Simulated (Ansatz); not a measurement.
# SiO3: the cost of one run

Computed with Ansatz 0.2.0 (DFT PBE, scalar-relativistic, plane waves, PAW, unless a step's input says otherwise).

2 further runs of the same task are left out: 2 set aside as unsound or not needed.

## 1. Starting point

It takes space group Pmmn (No. 59, orthorhombic). Conventional cell: a = 3.790 Å, b = 4.714 Å, c = 3.988 Å, α = 90.00°, β = 90.00°, γ = 90.00°. Si (site symmetry mm2) is surrounded by 12 O at 2.31 to 2.36 Å. Around O (site symmetry m) lie 4 Si at 2.31 to 2.33 Å and 8 O at 2.31 to 2.36 Å. O (site symmetry mm2) is surrounded by 8 O at 2.31 to 2.33 Å and 4 Si at 2.33 to 2.36 Å.

As a file:

```cif
data_structure
_symmetry_space_group_name_H-M 'Pmmn:1'
_symmetry_Int_Tables_number 59
_cell_length_a 3.7898
_cell_length_b 4.7141
_cell_length_c 3.9880
_cell_angle_alpha 90.000
_cell_angle_beta 90.000
_cell_angle_gamma 90.000
_cell_volume 71.25
loop_
_atom_site_label
_atom_site_type_symbol
_atom_site_symmetry_multiplicity
_atom_site_Wyckoff_symbol
_atom_site_fract_x
_atom_site_fract_y
_atom_site_fract_z
_atom_site_occupancy
Si1 Si 2 a 0.00000 0.00000 0.67000 1
O1 O 4 e 0.00000 0.25000 0.16700 1
O2 O 2 b 0.50000 0.00000 0.33000 1
```

(A quick probe on a coarse mesh, which set the mesh and smearing, is not shown.)

## 3. A loose first relaxation

Input file input.yaml:

```yaml
crystal:
  lattice:
    - [3.7897892312, 0.0, 0.0]
    - [0.0, 4.7141065769, 0.0]
    - [0.0, 0.0, 3.9880460499]
  atoms:
    - { symbol: Si, position: [0.0, 0.0, 0.67] }
    - { symbol: Si, position: [0.5, 0.5, 0.33] }
    - { symbol: O, position: [0.0, 0.25, 0.167], spin: 0.77 }
    - { symbol: O, position: [0.0, 0.75, 0.167], spin: 0.77 }
    - { symbol: O, position: [0.5, 0.75, 0.833], spin: 0.77 }
    - { symbol: O, position: [0.5, 0.25, 0.833], spin: 0.77 }
    - { symbol: O, position: [0.5, 0.0, 0.33], spin: 0.8 }
    - { symbol: O, position: [0.0, 0.5, 0.67], spin: 0.8 }
basis:
  ecutwfc: 420
kpoints:
  mp_grid: { grid: [4, 4, 4] }
hamiltonian:
  xc: pbe
scf:
  occupations: { method: gaussian, width: 0.1 }
  lower_state_search: "off"
output:
  forces: true
  stress: true
  eigenvalues: true
  populations: true
magnetization:
  spin_polarized: true
relax:
  adjacent_minimum: "off"
  f_tol: 0.04
  max_steps: 70
  cell: { stress_tol: 0.4 }
```

The run is started by

```console
> ansatz run input.yaml --threads 1 --pin off --max-ram 2560MiB --backend cpu --events-out ev --progress --plain --runs-dir out
```

Q: Estimate wall time and peak memory on 1 thread of Intel Xeon 6975P-C (Granite Rapids), shared host.

About 4.9 min, with a peak of 0.61 GiB.
